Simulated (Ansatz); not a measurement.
**CHAlFN: ionisation energy by level of theory**

How much energy removes an electron from CHAlFN at fixed geometry? The cation is run at each level and the neutral's energy taken from earlier runs.

Program: Ansatz 0.2.0, Gaussian basis. Level of theory: unrestricted cation, the program's frozen cores in correlated methods. These are calculated values, not measurements.

Levels to be run: UKS PBE-D4/def2-TZVPP; UKS r2SCAN-D4/def2-TZVPP; UKS PBE0-D4/def2-TZVPP; UKS B3LYP-D4/def2-TZVPP; UKS wB97X-V/def2-TZVPP; UKS wB97M-V/def2-TZVPP; UKS B2PLYP/def2-TZVPP; UHF-CCSD(T)/def2-TZVPP; UHF-MP2/def2-QZVPP; extrapolation to the limit; then −ε(HOMO) from the neutral's earlier runs with LDA (SPW92), PBE-D4, revPBE-D4, BLYP-D4, r2SCAN-D4, B97M-V, PBE0-D4, B3LYP-D4, r2SCANh-D4, r2SCAN0-D4, HSE06-D4, BHLYP-D4, CAM-B3LYP-D4, LC-ωPBE, ωB97X-V, ωB97M-V.

### 1 Structure used throughout

All runs share one geometry, relaxed beforehand with PBE0-D4 in a triple-zeta def2 set.

SMILES `[F][Al]1[CH]=[N]1`, 5 atoms, charge 0, spin multiplicity 1.

Atoms are counted from 1 here; the program's logs count them from 0.

Bond lengths: F1–Al2 1.633 Å, Al2–C3 1.818 Å, Al2–N4 1.806 Å, C3–N4 1.302 Å, C3–H5 1.098 Å. Angles: F1–Al2–C3 172.2°, F1–Al2–N4 145.7°, C3–Al2–N4 42.1°, Al2–C3–N4 68.5°, Al2–C3–H5 165.9°, N4–C3–H5 125.6°, Al2–N4–C3 69.4°.

### 2 Cation, UKS PBE-D4/def2-TZVPP

in.yaml reads:

```yaml
crystal:
  periodic: [false, false, false]
  atoms:
    - {symbol: F, position_ang: [-2.088290, -0.890864, 1.099625]}
    - {symbol: Al, position_ang: [-0.728645, -0.338860, 0.383059]}
    - {symbol: C, position_ang: [0.852992, 0.037780, -0.430777]}
    - {symbol: N, position_ang: [0.176598, 1.120413, -0.177078]}
    - {symbol: H, position_ang: [1.837244, -0.002170, -0.916229]}
basis:
  gaussian: {orbitals: def2-TZVPP}
total_charge: 1
magnetization: {spin_polarized: true, initial_magnetization: 1}
hamiltonian: {xc: pbe, dispersion: d4}
```

Command:

```
> ansatz run in.yaml --threads 2 --pin off --events-out ev --progress --plain --max-ram 4352MiB
```

Further steps of the session: Cation, UKS r2SCAN-D4/def2-TZVPP; Cation, UKS PBE0-D4/def2-TZVPP; Cation, UKS B3LYP-D4/def2-TZVPP; Cation, UKS wB97X-V/def2-TZVPP; Cation, UKS wB97M-V/def2-TZVPP; Cation, UKS B2PLYP (frozen core)/def2-TZVPP; Cation, UHF-CCSD(T)/def2-TZVPP; Cation, UHF-MP2/def2-QZVPP.

Q: Predict the results of all the runs planned. Wanted: ionisation energy, CCSD(T)/CBS; nearest functional by difference; nearest −ε(HOMO); −ε(HOMO) of PBE; T1 of the cation.

As calculated:

```
                        quantity                value
  ionisation energy, CCSD(T)/CBS              8.33 eV
nearest functional by difference  B3LYP-D4 (-0.04 eV)
                nearest −ε(HOMO)   ωB97X-V (-0.13 eV)
                 −ε(HOMO) of PBE              4.70 eV
                T1 of the cation                0.033
```

In words: By cation minus neutral, the functionals miss by 0.23 eV at most. The PBE orbital energy is 3.6 eV too small: a semilocal HOMO is no ionisation energy. Among orbital estimates ωB97X-V comes nearest. Hartree-Fock falls 1.17 eV short, as the neutral has more correlation energy than the cation. The cation's T1 (from the report) is 0.033, near the customary mark of 0.045 for open shells, so the coupled-cluster value is less safe.
